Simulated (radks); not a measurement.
# Ba inside a hard spherical wall

One table from this session's results is given with a row withheld; the runs are named, their logs left out.

The numbers are computed with radks (a radial shooting solver on a logarithmic mesh, Libxc functionals) version 1 (scalar-relativistic Kohn-Sham, PBE, spin-polarised, spherical densities, point nucleus), except any that are marked as measured or tabulated.

## Starting point

| Quantity | Value |
| --- | --- |
| element | barium (Z = 56) |
| charge | 0 |
| electrons | 56 |
| configuration | [Xe] 6s2 |

The outer shells:

Ba
```
[Xe] core
6s [↑↓]
```

Set-up of the first run:

Input:

```text
Z 56
configuration [Xe] 6s2 5d0 6p0 7s0
relativity scalar-relativistic
functional pbe,pbe
spin polarised
nucleus point
c 137.035999084
```

Steps of the session up to this table: The free atom; Wall at 20 bohr; Wall at 15 bohr; Wall at 10 bohr; Wall at 8 bohr; Wall at 6 bohr; Wall at 5 bohr; Wall at 4 bohr; Wall at 3.5 bohr; Wall at 2.5 bohr; Wall at 2 bohr.

One table of the session follows, with a row left open; its other results are not shown here.

| R (bohr) | E − E(free) (eV) | ε(6s) (eV) | ε(5d, empty) (eV) | ε(6p, empty) (eV) | ε(7s, empty) (eV) |
| --- | --- | --- | --- | --- | --- |
| free | 0.000 | -3.230 | -2.019 | -1.243 | - |
| 20 | 0.000 | -3.230 | -2.018 | -1.242 | 0.022 |
| 15 | 0.002 | -3.224 | -2.011 | -1.217 | 0.461 |
| 10 | 0.173 | -2.967 | -1.740 | -0.688 | 3.318 |
| 8 | 0.941 | -2.213 | -1.082 | 0.592 | 7.887 |
| 6 | 5.148 | 0.803 | 0.921 | 5.213 | 21.249 |
| 5 | ? | ? | ? | ? | ? |
| 4 | 38.519 | 18.452 | 9.835 | 28.467 | 75.484 |
| 3.5 | 72.562 | 33.324 | 16.806 | 46.283 | 112.62 |
| 2.5 | 329.98 | 120.00 | 57.030 | 142.92 | 298.08 |
| 2 | 838.65 | 253.19 | 120.84 | 284.72 | 553.53 |

Q: Estimate the row for R (bohr) = 5 from the others.

Worked estimate for «E − E(free) (eV)». A straight line through the neighbours (6, 5.148) and (4, 38.519) gives 5.148 + (38.519 − 5.148) × (5 − 6) / (4 − 6) = 21.833; a parabola fitted to 4 rows on both sides gives 18.736.

The run gave: E − E(free) (eV): 13.035; ε(6s) (eV): 5.522; ε(5d, empty) (eV): 3.493; ε(6p, empty) (eV): 11.857; ε(7s, empty) (eV): 38.027. In «E − E(free) (eV)» the line misses by +8.798 and the parabola by +5.701.

From R = 6 bohr inwards the highest occupied level lies above zero, pushed up by confinement. Shells are not refilled when levels cross, and a hard wall is a model, not a crystal.
